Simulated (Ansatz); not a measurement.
# BeSe− (doublet): the correlation ladder, aug-cc-pVDZ

The task here is to estimate one member of a computed series from the others.

Computed with Ansatz 0.2.0, Gaussian basis. Level: aug-cc-pVDZ, core rule «outside noble gas», up to 15 orbitals frozen.

To be run: UHF; CCSD(T) on ROHF; CCSD(T) on UHF; BCCD(T) on ROHF; CISD as a restricted active space (open shells left free, so some higher excitations enter); CCSDT(Q) on ROHF; CCSDT(Q) on UHF.

20 further runs of the same task are left out: 9 for a known fault of the program, 6 that didn't finish, 5 set aside as unsound or not needed. Runs told in other sessions of the task aren't counted.

## The system

The geometry is a PBE0/def2-TZVPD stationary point (not a proven minimum). No spin-orbit coupling is included. The filled d shell of Se may be among the frozen orbitals whatever the setting's name suggests.

2 atoms, charge -1, spin multiplicity 2.

Atoms are counted from 1 here; the program's logs count them from 0.

Bond lengths: Se1–Be2 1.949 Å.

The first run:

File in.yaml:

```yaml
crystal:
  periodic: [false, false, false]
  atoms:
    - {symbol: Se, position_ang: [0.000000, 0.000000, 0.000000]}
    - {symbol: Be, position_ang: [0.000000, 0.000000, 1.948600]}
basis:
  gaussian: {orbitals: aug-cc-pVDZ}
total_charge: -1
magnetization: {spin_polarized: true, initial_magnetization: 1}
hamiltonian: {xc: hf}
output: {orbitals: {seedname: orbitals}}
```

The run is started by

```bash
$ ansatz run in.yaml --threads 1 --pin off --events-out ev --progress --plain --max-ram 2393MiB
```

Among the steps run: UHF; CCSD(T) on ROHF; CCSD(T) on UHF; BCCD(T) on ROHF; CISD as a restricted active space (open shells left free, so some higher excitations enter); CCSDT(Q) on ROHF; CCSDT(Q) on UHF.

One of the session's tables, all rows but one given; the rest of the session is left out.

| method | from UCCSDT(Q) (kJ/mol) |
| --- | --- |
| ROHF | +463.9 |
| UHF | +461.5 |
| RMP2 | +64.8 |
| UMP2 | +63.8 |
| CISD | +54.2 |
| RCCSD | +25.7 |
| UCCSD | +25.7 |
| RCCSD(T) | +4.1 |
| UCCSD(T) | +4.1 |
| BCCD(T) | +4.2 |
| RCCSDT | ? |
| UCCSDT | +1.7 |
| RCCSDT(Q) | +0.4 |
| UCCSDT(Q) | 0 |

**Question.** Estimate the row for RCCSDT.

**Answer.** from UCCSDT(Q) (kJ/mol): +1.6. In the column «from UCCSDT(Q) (kJ/mol)» it lies between RCCSDT(Q) (+0.4) and UCCSDT (+1.7).

Limits of these values: Restricted and unrestricted rows rest on different reference determinants; a gap between their highest levels can come from leftover correlation error, from unlike frozen cores or from another state.
